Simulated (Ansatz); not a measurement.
# SiTe2: the cost of one run

Method: reference: DFT, PBEsol, plane waves, PAW, in Ansatz 0.2.0.

3 further runs of the same task are left out: 3 that didn't finish. Runs told in other sessions of the task aren't counted.

## (1) Starting point

Symmetry: Fm-3m, No. 225, cubic system. The conventional cell has a = 6.934 Å, b = 6.934 Å, c = 6.934 Å, α = 90.00°, β = 90.00°, γ = 90.00°. Si (site symmetry m-3m) is surrounded by 8 Te at 3.00 Å. Around Te (site symmetry -43m) lie 4 Si at 3.00 Å.

Structure file:

```xyz
3
Lattice="0.0000 3.4671 3.4671 3.4671 0.0000 3.4671 3.4671 3.4671 0.0000" Properties=species:S:1:pos:R:3 pbc="T T T"
Si    0.0000    0.0000    0.0000
Te    1.7335    1.7335    1.7335
Te    5.2006    5.2006    5.2006
```

## (2) Reference

The input, input.yaml:

```yaml
crystal:
  lattice:
    - [0.0, 3.467096216, 3.467096216]
    - [3.467096216, 0.0, 3.467096216]
    - [3.467096216, 3.467096216, 0.0]
  atoms:
    - { symbol: Si, position: [0.0, 0.0, 0.0] }
    - { symbol: Te, position: [0.25, 0.25, 0.25] }
    - { symbol: Te, position: [0.75, 0.75, 0.75] }
kpoints:
  mp_grid: { grid: [4, 4, 4] }
hamiltonian:
  xc: pbesol
scf:
  occupations: { method: fermi_dirac, width: 0.02 }
  n_extra_bands: 4
output:
  forces: true
  stress: true
  eigenvalues: true
  write_density: true
  write_potential: true
  elf: true
  volumetric_format: npy
```

Started as:

```bash
ansatz run input.yaml --threads 4 --pin off --max-ram 3686MiB --backend cpu --events-out ev --progress --plain --runs-dir out
```

**Question.** How long does this run take on 4 threads of Arm Neoverse N1, shared host, and how much memory does it need?

About 1.2 s, with a peak of 0.34 GiB.
